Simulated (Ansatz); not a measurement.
# The cluster Zr3H12O12: a spread of methods and bases

Aim: run the cluster Zr3H12O12 under a spread of inputs, and see what each costs and gives.

Method: the settings change from run to run; program: Ansatz 0.2.0, Gaussian basis.

2 further runs of the same task are left out: 2 set aside as unsound or not needed.

## Step 1: The geometry

The geometry comes from an earlier relaxation with PBE-D4/def2-SVP; it is a stationary point, not always the lowest conformer. Zr takes a core potential in def2 sets; no spin-orbit term is included.

27 atoms, charge 0, spin multiplicity 1.

Atoms are counted from 1 here; the program's logs count them from 0.

Bond lengths: Zr1–O8 2.167 Å, Zr1–O10 2.354 Å, Zr1–O12 2.338 Å, Zr1–O13 2.019 Å, Zr1–O14 1.961 Å, Zr1–O15 1.962 Å, Zr2–O4 1.977 Å, Zr2–O5 1.986 Å, Zr2–O6 2.317 Å, Zr2–O7 1.943 Å, Zr2–O8 2.276 Å, Zr2–O10 2.398 Å, Zr3–O6 2.063 Å, Zr3–O9 1.934 Å, Zr3–O10 2.279 Å, Zr3–O11 1.936 Å, Zr3–O12 2.065 Å, O4–H16 0.969 Å and more. Angles: O8–Zr1–O10 65.7°, O8–Zr1–O12 81.5°, O8–Zr1–O13 90.7°, O8–Zr1–O14 154.6°, O8–Zr1–O15 95.8°, O10–Zr1–O12 68.8°, O10–Zr1–O13 99.0°, O10–Zr1–O14 88.9°, O10–Zr1–O15 150.2°, O12–Zr1–O13 167.4°, O12–Zr1–O14 87.9°, O12–Zr1–O15 86.0°, O13–Zr1–O14 95.1°, O13–Zr1–O15 104.7°, O14–Zr1–O15 106.5°, O4–Zr2–O5 108.2°, O4–Zr2–O6 87.6°, O4–Zr2–O7 107.4° and more.

## Step 2: CAM-B3LYP/def2-TZVP

Options: multiplicity 3, restricted open-shell orbitals, atoms shaken by 0.03 Å, density fitting with def2-universal-jkfit, a point charge of 0.50 e beside it.

Contents of in.yaml:

```yaml
crystal:
  periodic: [false, false, false]
  atoms:
    - {symbol: Zr, position_ang: [1.338912, 1.462996, 0.046497]}
    - {symbol: Zr, position_ang: [-2.133512, 0.122575, -0.340122]}
    - {symbol: Zr, position_ang: [0.693675, -1.999588, 0.403292]}
    - {symbol: O, position_ang: [-3.554671, 0.073766, 1.000842]}
    - {symbol: O, position_ang: [-2.738773, -0.806360, -1.955433]}
    - {symbol: O, position_ang: [-1.386095, -1.832406, 0.547065]}
    - {symbol: O, position_ang: [-2.098668, 1.924225, -1.071634]}
    - {symbol: O, position_ang: [-0.488044, 0.923506, 1.055094]}
    - {symbol: O, position_ang: [0.883251, -3.216717, 1.939987]}
    - {symbol: O, position_ang: [0.111774, -0.273558, -0.932911]}
    - {symbol: O, position_ang: [1.283078, -3.078907, -1.204428]}
    - {symbol: O, position_ang: [2.083872, -0.589632, 0.850551]}
    - {symbol: O, position_ang: [0.389043, 3.054038, -0.827902]}
    - {symbol: O, position_ang: [2.673354, 1.340882, -1.358633]}
    - {symbol: O, position_ang: [2.179236, 2.237142, 1.635504]}
    - {symbol: H, position_ang: [-4.394222, 0.588646, 1.166087]}
    - {symbol: H, position_ang: [-2.964525, -0.456751, -2.794192]}
    - {symbol: H, position_ang: [-1.989543, -2.286774, 1.153767]}
    - {symbol: H, position_ang: [-1.317614, 2.627518, -1.051125]}
    - {symbol: H, position_ang: [-0.720172, 1.276347, 1.964468]}
    - {symbol: H, position_ang: [1.081302, -3.705506, 2.741943]}
    - {symbol: H, position_ang: [0.240332, -0.429464, -1.883198]}
    - {symbol: H, position_ang: [1.458365, -3.937825, -1.648208]}
    - {symbol: H, position_ang: [2.643800, -0.553508, 1.624427]}
    - {symbol: H, position_ang: [0.702473, 3.598492, -1.515257]}
    - {symbol: H, position_ang: [3.385770, 1.001321, -1.866370]}
    - {symbol: H, position_ang: [2.690010, 2.981916, 2.010140]}
basis:
  gaussian: {orbitals: def2-TZVP, fitting: {mean_field: def2-universal-jkfit}, point_charges: [{charge: 0.50, position_ang: [7.779, 0.392, -0.409]}]}
magnetization: {spin_polarized: false, initial_magnetization: 2}
hamiltonian: {xc: {name: CAM-B3LYP}}
scf: {omitted_lower_state_checks: [starts]}
output: {forces: true}
```

On the command line:

```bash
ansatz run in.yaml --threads 2 --pin off --events-out ev --progress --plain --max-ram 32768MiB --backend cuda --devices 0, --max-vram 18GiB
```

The program printed:

```text
Functional definition: CAM-B3LYP
  name "CAM-B3LYP"
  cite "Yanai, Tew & Handy, Chem. Phys. Lett. 393, 51 (2004) doi:10.1016/j.cplett.2004.06.011"
  cite "Iikura, Tsuneda, Yanai & Hirao, J. Chem. Phys. 115, 3540 (2001) doi:10.1063/1.1383587"
  cite "Becke, Phys. Rev. A 38, 3098 (1988) doi:10.1103/PhysRevA.38.3098"
  cite "Lee, Yang & Parr, Phys. Rev. B 37, 785 (1988) doi:10.1103/PhysRevB.37.785"
  cite "Vosko, Wilk & Nusair, Can. J. Phys. 58, 1200 (1980) doi:10.1139/p80-159"
  parameter alpha = 0.19
  parameter beta = 0.46
  parameter omega = 0.33/bohr
  parameter ac = 0.81
  # Exact exchange under (alpha + beta erf(omega r))/r, Becke's under what is left of 1/r.
  exchange = (1 - alpha - beta)*b88_x + beta*b88_x_sr(omega) + alpha*exact_x + beta*exact_x_lr(omega)
  correlation = (1 - ac)*vwn5_c + ac*lyp_c
these checks for a lower state are left out or cut short: starts
1905 factors; integrals over basis functions are off by at most 9.1e-1 eV
1905 factors; integrals over basis functions are off by at most 2.3e-6 eV
mean field evaluation 1: about -28568.4805 eV, gradient 1.8e2 eV
mean field evaluation 2: about -28568.4838 eV, gradient 1.8e2 eV
mean field evaluation 4: about -28608.9583 eV, gradient 6.5e1 eV
mean field evaluation 8: about -28617.8964 eV, gradient 2.1e1 eV
mean field evaluation 16: about -28618.9670 eV, gradient 5.8e0 eV
mean field evaluation 32: about -28619.6142 eV, gradient 2.1e-5 eV
mean field -28619.61420739 eV, -1051.7514230502 hartree, gradient 2.2e-6 eV, S^2 2.000000; 0 other end points of the search recorded, 0 dependent functions left out
the calculation of the forces begins
reference -28619.61447985 eV, -1051.7514330630 hartree; 73, 71 occupied and 491, 493 virtual orbitals, 1905 factors
Total energy: -28619.61447985 eV, -1051.7514330630 hartree
Atom 0 at     1.338912     1.462996     0.046497 Å, force    -0.854412     0.054384     0.216910 eV/Å
Atom 1 at    -2.133512     0.122575    -0.340122 Å, force     0.570958    -4.642619     3.690578 eV/Å
Atom 2 at     0.693675    -1.999588     0.403292 Å, force    -1.560458    -2.182048    -1.102694 eV/Å
Atom 3 at    -3.554671     0.073766     1.000842 Å, force    -2.360683     1.386503     1.171959 eV/Å
Atom 4 at    -2.738773    -0.806360    -1.955433 Å, force     0.262348    -0.547795    -0.779279 eV/Å
Atom 5 at    -1.386095    -1.832406     0.547065 Å, force     0.693578    -0.891175     0.372325 eV/Å
Atom 6 at    -2.098668     1.924225    -1.071634 Å, force     0.973344     5.949179    -2.095283 eV/Å
Atom 7 at    -0.488044     0.923506     1.055094 Å, force    -0.129102     1.291336     1.886250 eV/Å
Atom 8 at     0.883251    -3.216717     1.939987 Å, force     0.298776     0.668894    -0.459927 eV/Å
Atom 9 at     0.111774    -0.273558    -0.932911 Å, force     0.884058     0.142838    -0.789426 eV/Å
Atom 10 at     1.283078    -3.078907    -1.204428 Å, force    -0.080819    -0.057368     0.782677 eV/Å
Atom 11 at     2.083872    -0.589632     0.850551 Å, force     0.152801     0.442130     0.014690 eV/Å
Atom 12 at     0.389043     3.054038    -0.827902 Å, force    -0.911127    -1.304730     1.257692 eV/Å
Atom 13 at     2.673354     1.340882    -1.358633 Å, force    -0.164935     0.311963     0.319612 eV/Å
Atom 14 at     2.179236     2.237142     1.635504 Å, force     0.813421     0.846104     0.338754 eV/Å
Atom 15 at    -4.394222     0.588646     1.166087 Å, force     1.633851    -1.121679    -0.259005 eV/Å
Atom 16 at    -2.964525    -0.456751    -2.794192 Å, force    -0.548402     0.176535    -1.360309 eV/Å
Atom 17 at    -1.989543    -2.286774     1.153767 Å, force     0.293192     0.047374    -0.238995 eV/Å
Atom 18 at    -1.317614     2.627518    -1.051125 Å, force    -0.549535    -0.994358    -0.074673 eV/Å
Atom 19 at    -0.720172     1.276347     1.964468 Å, force     0.436511    -0.623563    -1.756770 eV/Å
Atom 20 at     1.081302    -3.705506     2.741943 Å, force    -0.167462     0.133654    -0.282408 eV/Å
Atom 21 at     0.240332    -0.429464    -1.883198 Å, force     0.078754    -0.077850     0.343109 eV/Å
Atom 22 at     1.458365    -3.937825    -1.648208 Å, force    -0.340672     1.190503     0.733850 eV/Å
Atom 23 at     2.643800    -0.553508     1.624427 Å, force     0.102091     0.072589     0.211692 eV/Å
Atom 24 at     0.702473     3.598492    -1.515257 Å, force     0.623956     0.933204    -1.177314 eV/Å
Atom 25 at     3.385770     1.001321    -1.866370 Å, force     0.520288    -0.325115    -0.554025 eV/Å
Atom 26 at     2.690010     2.981916     2.010140 Å, force    -0.667997    -0.881612    -0.412074 eV/Å
Dipole moment:     0.660280     0.145388     0.174068 e Å
Checks for a lower state left out: starts
```

Run time: 38 s. Hardware: 1 × H100 (card shared with other runs) with 2 threads of AMD EPYC 7R13, shared host; peak host memory 1.3 GiB.

Largest force 6.382 eV/Å, dipole 3.35 D.

## Step 3: BLYP/def2-SVPD

Set apart from the defaults: charge -1, multiplicity 2, density fitting with def2-universal-jkfit, the search for lower states set to full.

Contents of in.yaml:

```yaml
crystal:
  periodic: [false, false, false]
  atoms:
    - {symbol: Zr, position_ang: [1.318103, 1.487938, 0.069626]}
    - {symbol: Zr, position_ang: [-2.119357, 0.161673, -0.307956]}
    - {symbol: Zr, position_ang: [0.686260, -2.059256, 0.343816]}
    - {symbol: O, position_ang: [-3.557742, 0.100921, 1.047394]}
    - {symbol: O, position_ang: [-2.751319, -0.797455, -1.928483]}
    - {symbol: O, position_ang: [-1.354912, -1.848966, 0.553906]}
    - {symbol: O, position_ang: [-2.104739, 1.953081, -1.060506]}
    - {symbol: O, position_ang: [-0.492025, 0.895551, 1.103494]}
    - {symbol: O, position_ang: [0.946325, -3.197647, 1.885660]}
    - {symbol: O, position_ang: [0.146254, -0.272500, -0.963521]}
    - {symbol: O, position_ang: [1.263443, -3.107815, -1.178085]}
    - {symbol: O, position_ang: [2.039704, -0.588959, 0.864248]}
    - {symbol: O, position_ang: [0.354577, 3.047559, -0.775307]}
    - {symbol: O, position_ang: [2.684931, 1.347794, -1.328929]}
    - {symbol: O, position_ang: [2.208234, 2.246840, 1.645024]}
    - {symbol: H, position_ang: [-4.353643, 0.597069, 1.289852]}
    - {symbol: H, position_ang: [-2.968388, -0.432798, -2.801435]}
    - {symbol: H, position_ang: [-1.960316, -2.292222, 1.174000]}
    - {symbol: H, position_ang: [-1.350223, 2.598763, -1.008343]}
    - {symbol: H, position_ang: [-0.736419, 1.298865, 1.954866]}
    - {symbol: H, position_ang: [1.042592, -3.721519, 2.692035]}
    - {symbol: H, position_ang: [0.272099, -0.409438, -1.921549]}
    - {symbol: H, position_ang: [1.421428, -3.929499, -1.663010]}
    - {symbol: H, position_ang: [2.588391, -0.537505, 1.666687]}
    - {symbol: H, position_ang: [0.703733, 3.569027, -1.518032]}
    - {symbol: H, position_ang: [3.364880, 0.904712, -1.853735]}
    - {symbol: H, position_ang: [2.708128, 2.985785, 2.018293]}
basis:
  gaussian: {orbitals: def2-SVPD, fitting: {mean_field: def2-universal-jkfit}}
total_charge: -1
magnetization: {spin_polarized: true, initial_magnetization: 1}
hamiltonian: {xc: {name: BLYP}}
scf: {lower_state_search: full}
output: {forces: true}
```

Same command.

The program printed:

```text
Functional definition: BLYP
  name "BLYP"
  cite "Becke, Phys. Rev. A 38, 3098 (1988) doi:10.1103/PhysRevA.38.3098"
  cite "Lee, Yang & Parr, Phys. Rev. B 37, 785 (1988) doi:10.1103/PhysRevB.37.785"
  parameter beta = 0.0042
  parameter a = 0.04918
  parameter b = 0.132
  parameter c = 0.2533
  parameter d = 0.349
  exchange = b88_x(beta = beta)
  correlation = lyp_c(a = a, b = b, c = c, d = d)
1905 factors; integrals over basis functions are off by at most 1.6e-1 eV
mean field evaluation 1: about -28532.5550 eV, gradient 1.4e2 eV
mean field evaluation 2: about -28532.5524 eV, gradient 1.4e2 eV
mean field evaluation 4: about -28295.5961 eV, gradient 1.8e2 eV
mean field evaluation 8: about -28601.4473 eV, gradient 1.1e1 eV
mean field evaluation 16: about -28602.4102 eV, gradient 7.4e-2 eV
mean field evaluation 32: about -28602.4103 eV, gradient 3.0e-5 eV
mean field evaluation 64: about -28602.1856 eV, gradient 1.2e0 eV
mean field evaluation 96: about -28504.9123 eV, gradient 1.3e2 eV
mean field evaluation 128: about -28353.3594 eV, gradient 2.3e2 eV
mean field evaluation 160: about -28327.1884 eV, gradient 2.4e2 eV
mean field evaluation 192: about -28351.5963 eV, gradient 2.3e2 eV
mean field evaluation 224: about -28317.8209 eV, gradient 2.5e2 eV
mean field evaluation 256: about -28298.6921 eV, gradient 2.5e2 eV
mean field evaluation 288: about -28331.9709 eV, gradient 2.4e2 eV
mean field evaluation 320: about -28350.7327 eV, gradient 2.3e2 eV
mean field evaluation 352: about -28352.1304 eV, gradient 2.3e2 eV
mean field evaluation 384: about -28356.6737 eV, gradient 2.2e2 eV
mean field evaluation 416: about -28314.3890 eV, gradient 2.4e2 eV
mean field evaluation 448: about -28308.9434 eV, gradient 2.4e2 eV
mean field evaluation 480: about -28598.8427 eV, gradient 2.3e1 eV
mean field evaluation 512: about -28380.9353 eV, gradient 1.7e2 eV
mean field evaluation 544: about -28315.6554 eV, gradient 1.9e2 eV
mean field evaluation 576: about -28602.4103 eV, gradient 1.1e-3 eV
mean field evaluation 608: about -28602.4103 eV, gradient 9.0e-5 eV
mean field evaluation 640: about -28602.4103 eV, gradient 1.3e-3 eV
mean field evaluation 672: about -28602.4103 eV, gradient 4.2e-3 eV
mean field -28602.41025013 eV, -1051.1191892821 hartree, gradient 7.0e-6 eV, S^2 0.750058; 18 other end points of the search recorded, 0 dependent functions left out
the calculation of the forces begins
reference -28602.41080761 eV, -1051.1192097694 hartree; 73, 72 occupied and 401, 402 virtual orbitals, 1905 factors
Total energy: -28602.41080761 eV, -1051.1192097694 hartree
Atom 0 at     1.318103     1.487938     0.069626 Å, force    -0.025986    -0.841148     0.117720 eV/Å
Atom 1 at    -2.119357     0.161673    -0.307956 Å, force     0.839100    -0.454191     0.337667 eV/Å
Atom 2 at     0.686260    -2.059256     0.343816 Å, force     0.020727     0.146611     0.271266 eV/Å
Atom 3 at    -3.557742     0.100921     1.047394 Å, force    -0.685524     0.039058     0.455071 eV/Å
Atom 4 at    -2.751319    -0.797455    -1.928483 Å, force    -0.364784    -0.272856    -0.629880 eV/Å
Atom 5 at    -1.354912    -1.848966     0.553906 Å, force    -0.527217     0.120042    -0.075780 eV/Å
Atom 6 at    -2.104739     1.953081    -1.060506 Å, force    -0.123713     0.696533    -0.275665 eV/Å
Atom 7 at    -0.492025     0.895551     1.103494 Å, force    -0.213382     0.108069     0.226920 eV/Å
Atom 8 at     0.946325    -3.197647     1.885660 Å, force     0.040032    -0.206277     0.224078 eV/Å
Atom 9 at     0.146254    -0.272500    -0.963521 Å, force    -0.159087     0.186336    -0.201629 eV/Å
Atom 10 at     1.263443    -3.107815    -1.178085 Å, force     0.144719    -0.188201    -0.528647 eV/Å
Atom 11 at     2.039704    -0.588959     0.864248 Å, force     0.163118     0.316162    -0.046473 eV/Å
Atom 12 at     0.354577     3.047559    -0.775307 Å, force    -0.202582     0.598546    -0.270546 eV/Å
Atom 13 at     2.684931     1.347794    -1.328929 Å, force     0.454577     0.152826    -0.448302 eV/Å
Atom 14 at     2.208234     2.246840     1.645024 Å, force     0.295342     0.379354     0.516242 eV/Å
Atom 15 at    -4.353643     0.597069     1.289852 Å, force     0.058206    -0.042735     0.020471 eV/Å
Atom 16 at    -2.968388    -0.432798    -2.801435 Å, force     0.023061    -0.050787     0.014771 eV/Å
Atom 17 at    -1.960316    -2.292222     1.174000 Å, force     0.048142    -0.127958     0.096462 eV/Å
Atom 18 at    -1.350223     2.598763    -1.008343 Å, force    -0.075046    -0.065037    -0.035213 eV/Å
Atom 19 at    -0.736419     1.298865     1.954866 Å, force     0.001299     0.017669     0.060722 eV/Å
Atom 20 at     1.042592    -3.721519     2.692035 Å, force     0.028758    -0.089391     0.157771 eV/Å
Atom 21 at     0.272099    -0.409438    -1.921549 Å, force     0.085982    -0.081299    -0.115672 eV/Å
Atom 22 at     1.421428    -3.929499    -1.663010 Å, force     0.041210    -0.127215    -0.026595 eV/Å
Atom 23 at     2.588391    -0.537505     1.666687 Å, force     0.098883    -0.115479     0.144786 eV/Å
Atom 24 at     0.703733     3.569027    -1.518032 Å, force     0.017203     0.003771    -0.001490 eV/Å
Atom 25 at     3.364880     0.904712    -1.853735 Å, force    -0.002056    -0.076035    -0.014132 eV/Å
Atom 26 at     2.708128     2.985785     2.018293 Å, force     0.019017    -0.026369     0.026076 eV/Å
Dipole moment:    -0.141739     0.512726    -0.121460 e Å
```

Run time: 2.3 min. Hardware: 1 × H100 (card shared with other runs) with 2 threads of AMD EPYC 7R13, shared host; peak host memory 1.2 GiB.

Largest force 1.012 eV/Å, ⟨S²⟩ 0.750.

## Step 4: r2SCAN50/def2-TZVP

Options: charge -1, multiplicity 2, density fitting with def2-universal-jkfit.

Changes to in.yaml since step 3:

```diff
@@ -31,7 +31,7 @@
 basis:
-  gaussian: {orbitals: def2-SVPD, fitting: {mean_field: def2-universal-jkfit}}
+  gaussian: {orbitals: def2-TZVP, fitting: {mean_field: def2-universal-jkfit}}
 total_charge: -1
 magnetization: {spin_polarized: true, initial_magnetization: 1}
-hamiltonian: {xc: {name: BLYP}}
-scf: {lower_state_search: full}
+hamiltonian: {xc: {name: r2SCAN50}}
+scf: {omitted_lower_state_checks: [starts]}
 output: {forces: true}
```

Same command.

The program printed:

```text
Functional definition: r2SCAN50
  name "r2SCAN50"
  cite "Bursch, Neugebauer, Ehlert & Grimme, J. Chem. Phys. 156, 134105 (2022) doi:10.1063/5.0086040"
  cite "Furness, Kaplan, Ning, Perdew & Sun, J. Phys. Chem. Lett. 11, 8208 (2020) doi:10.1021/acs.jpclett.0c02405"
  cite "Furness, Kaplan, Ning, Perdew & Sun, J. Phys. Chem. Lett. 11, 9248 (2020) doi:10.1021/acs.jpclett.0c03077"
  parent r2scan
  parameter a = 0.5
  parameter k0 = 0.174
  parameter k1 = 0.065
  parameter a1 = 4.9479
  exchange = (1 - a)*r2scan_x(k0 = k0, k1 = k1, a1 = a1) + a*exact_x
  correlation = r2scan_c
these checks for a lower state are left out or cut short: starts
1905 factors; integrals over basis functions are off by at most 9.1e-1 eV
mean field evaluation 1: about -28578.7663 eV, gradient 1.0e2 eV
mean field evaluation 2: about -28551.7566 eV, gradient 1.3e2 eV
mean field evaluation 4: about -28612.0805 eV, gradient 5.5e0 eV
mean field evaluation 8: about -28612.2353 eV, gradient 5.0e-1 eV
mean field evaluation 16: about -28612.2604 eV, gradient 1.4e-2 eV
mean field evaluation 32: about -28612.2604 eV, gradient 7.7e-5 eV
mean field -28612.26043015 eV, -1051.4811767213 hartree, gradient 1.1e-5 eV, S^2 0.750357; 0 other end points of the search recorded, 0 dependent functions left out
the calculation of the forces begins
reference -28612.26047532 eV, -1051.4811783812 hartree; 73, 72 occupied and 491, 492 virtual orbitals, 1905 factors
Total energy: -28612.26047532 eV, -1051.4811783812 hartree
Atom 0 at     1.318103     1.487938     0.069626 Å, force     0.436915    -1.027491     0.213593 eV/Å
Atom 1 at    -2.119357     0.161673    -0.307956 Å, force     0.644318    -0.553932     0.232991 eV/Å
Atom 2 at     0.686260    -2.059256     0.343816 Å, force     0.553915    -1.271976     0.797286 eV/Å
Atom 3 at    -3.557742     0.100921     1.047394 Å, force    -0.932166     0.782626     0.027674 eV/Å
Atom 4 at    -2.751319    -0.797455    -1.928483 Å, force    -0.280779     0.778037    -0.909711 eV/Å
Atom 5 at    -1.354912    -1.848966     0.553906 Å, force    -0.860061     0.236931     0.346516 eV/Å
Atom 6 at    -2.104739     1.953081    -1.060506 Å, force     0.896952     0.570073     0.175874 eV/Å
Atom 7 at    -0.492025     0.895551     1.103494 Å, force    -0.392988     0.686576     0.624762 eV/Å
Atom 8 at     0.946325    -3.197647     1.885660 Å, force    -0.132534     0.188803     0.101942 eV/Å
Atom 9 at     0.146254    -0.272500    -0.963521 Å, force    -0.106440     0.237589    -0.955432 eV/Å
Atom 10 at     1.263443    -3.107815    -1.178085 Å, force    -0.113374    -0.263431    -0.345848 eV/Å
Atom 11 at     2.039704    -0.588959     0.864248 Å, force     0.086156     0.669918     0.482718 eV/Å
Atom 12 at     0.354577     3.047559    -0.775307 Å, force     0.635965     0.604527    -0.902151 eV/Å
Atom 13 at     2.684931     1.347794    -1.328929 Å, force     0.561285    -0.274896    -0.501982 eV/Å
Atom 14 at     2.208234     2.246840     1.645024 Å, force     0.446916     1.011929     0.150969 eV/Å
Atom 15 at    -4.353643     0.597069     1.289852 Å, force     1.188660    -0.715506    -0.374471 eV/Å
Atom 16 at    -2.968388    -0.432798    -2.801435 Å, force     0.336311    -0.494321     1.274254 eV/Å
Atom 17 at    -1.960316    -2.292222     1.174000 Å, force     0.950631     0.453415    -0.731793 eV/Å
Atom 18 at    -1.350223     2.598763    -1.008343 Å, force    -1.047406    -1.007885    -0.037698 eV/Å
Atom 19 at    -0.736419     1.298865     1.954866 Å, force     0.356342    -0.598446    -1.123450 eV/Å
Atom 20 at     1.042592    -3.721519     2.692035 Å, force    -0.071950     0.623179    -1.100096 eV/Å
Atom 21 at     0.272099    -0.409438    -1.921549 Å, force    -0.104847     0.088541     1.284432 eV/Å
Atom 22 at     1.421428    -3.929499    -1.663010 Å, force    -0.188449     0.930488     0.845744 eV/Å
Atom 23 at     2.588391    -0.537505     1.666687 Å, force    -0.683710    -0.267775    -0.915171 eV/Å
Atom 24 at     0.703733     3.569027    -1.518032 Å, force    -0.440711    -0.795210     1.055102 eV/Å
Atom 25 at     3.364880     0.904712    -1.853735 Å, force    -1.020487     0.506892     0.860257 eV/Å
Atom 26 at     2.708128     2.985785     2.018293 Å, force    -0.718465    -1.098656    -0.576310 eV/Å
Dipole moment:    -0.438340     1.917835    -0.471687 e Å
Checks for a lower state left out: starts
```

It took 27 s on 1 × H100 (card shared with other runs) with 2 threads of AMD EPYC 7R13, shared host; peak host memory 1.5 GiB.

Largest force 1.600 eV/Å, ⟨S²⟩ 0.750.

## Step 5: All runs side by side

| level | charge | multiplicity | geometry | functions | energy (eV) | time |
| --- | --- | --- | --- | --- | --- | --- |
| CAM-B3LYP/def2-TZVP | 0 | 3 | shaken, point charge | 564 | -28619.614 | 38 s |
| BLYP/def2-SVPD | -1 | 2 | relaxed | 474 | -28602.411 | 2.3 min |
| r2SCAN50/def2-TZVP | -1 | 2 | relaxed | 564 | -28612.260 | 27 s |

## Step 6: Summary of results

| quantity | value |
| --- | --- |
| runs | 3 |
| quickest | r2SCAN50/def2-TZVP, 27 s |
| slowest | BLYP/def2-SVPD, 2.3 min |

The runs differ in state or geometry as well as level, so their energies can't be set against each other. BLYP/def2-SVPD took 5 times as long as r2SCAN50/def2-TZVP. The jobs differ in tasks and options as well as level.
